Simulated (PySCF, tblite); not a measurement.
**C6H11NOSi: geometry, infrared bands and NMR shifts**

Wanted: the infrared bands and NMR shifts of C6H11NOSi (`CCC[C@@]([SiH3])(C#N)C=O`), by calculation.

The runs use tblite 0.8.0 and PySCF 2.14.0, with density-fitted response routines of our own; the level of theory stands in each step. All values are computed, except where a source is named. Atoms count from 0, in the outputs and in this text.

## 1. Starting geometry

20 atoms, charge 0, multiplicity 1; geometry from: force field or distance geometry start.

Bonds of the start (Å): C0–C1 1.52, C1–C2 1.56, C2–C3 1.55, C3–Si4 1.93, C3–C5 1.47, C5–N6 1.16, C3–C7 1.52, C7–O8 1.22, C0–H9 1.09, C0–H10 1.10, C0–H11 1.10, C1–H12 1.08, C1–H13 1.09, C2–H14 1.10, C2–H15 1.10, Si4–H16 1.48, Si4–H17 1.49, Si4–H18 1.49, C7–H19 1.10.

## 2. Geometry optimisation with GFN2-xTB

Job settings and geometry (Å):

```
{"job": {"kind": "relax", "xc": "GFN2-xTB", "basis": "xTB"}, "charge": 0, "multiplicity": 1}
C     -2.440400     1.068800     0.956500
C     -1.452200     0.760700    -0.154000
C     -0.261900    -0.078100     0.398400
C      0.824600    -0.404100    -0.661900
Si     2.218300    -1.494300     0.100900
C      0.244300    -1.157200    -1.789400
N     -0.198500    -1.721800    -2.697200
C      1.474800     0.858700    -1.197400
O      1.614600     1.885500    -0.552700
H     -1.984700     1.649300     1.764200
H     -3.283600     1.657500     0.554400
H     -2.863100     0.150200     1.391100
H     -1.094300     1.699300    -0.563000
H     -1.961400     0.211000    -0.943800
H      0.175400     0.478700     1.239500
H     -0.680800    -1.003900     0.829000
H      1.671200    -2.795700     0.542100
H      3.276500    -1.726800    -0.923900
H      2.823800    -0.817800     1.277000
H      1.892200     0.790600    -2.217800
```

Started as:

```bash
$ OMP_NUM_THREADS=1 python probes_run.py task.json out
```

One launch serves the whole session: the jobs run in the order shown.

**Question.** This job is followed by: GFN2-xTB harmonic vibrations, gas phase; GIAO PBE0/pcSseg-1 NMR shielding, non-relativistic, gas phase. What will the session give for the following? strongest single infrared mode (GFN2-xTB); zero-point energy (GFN2-xTB); ¹³C shifts against TMS (PBE0/pcSseg-1); ¹H shifts against TMS (PBE0/pcSseg-1, means over atoms taken as alike); ²⁹Si shifts against TMS (PBE0/pcSseg-1); ¹⁵N shifts against NH3 (PBE0/pcSseg-1); ¹⁷O shifts against H2O (PBE0/pcSseg-1); surface potential, 1st and 99th percentile.

**Answer**, as computed:

| quantity | value |
| --- | --- |
| strongest single infrared mode (GFN2-xTB) | 1751 cm⁻¹, 383 km/mol |
| zero-point energy (GFN2-xTB) | 95.3 kcal/mol |
| ¹³C shifts against TMS (PBE0/pcSseg-1) | 201.5, 123.7, 43.8, 35.0, 24.7, 16.3 ppm |
| ¹H shifts against TMS (PBE0/pcSseg-1, means over atoms taken as alike) | 9.95, 4.05, 2.37, 1.77, 1.45, 1.39, 1.09 ppm |
| ²⁹Si shifts against TMS (PBE0/pcSseg-1) | -49.7 ppm |
| ¹⁵N shifts against NH3 (PBE0/pcSseg-1) | 311.3 ppm |
| ¹⁷O shifts against H2O (PBE0/pcSseg-1) | 673.5 ppm |
| surface potential, 1st and 99th percentile | -1.63 V and 1.54 V |

**Reading.** Relaxing lowered the energy by 0.177 eV in 61 steps; the close pair that moved most is C3–C5, from 1.475 to 1.429 Å. No mode is imaginary among the 54: a minimum at this level. The strongest single mode, at 1751 cm⁻¹, moves mainly C7 and O8. Unscaled tight-binding wavenumbers are off by several per cent, some by more. Its intensities can rank the bands wrongly. The most deshielded carbon is C7 (aldehyde carbonyl carbon), at 201.5 ppm: the double bond to the heteroatom, with no lone-pair donor beside it, deshields it most. The most deshielded hydrogen is H19 (hydrogen on an aldehyde carbonyl carbon), at 9.95 ppm: the C=O anisotropy and electron withdrawal place aldehyde protons far downfield. At PBE0/pcSseg-1: The largest span, 1337 ppm, is at O8, where the paramagnetic term is -740 ppm. By nearest atom (PBE0/pcSseg-1), the HOMO sits on O8 54 %; C3 13 % and the LUMO on C7 37 %; O8 28 %.
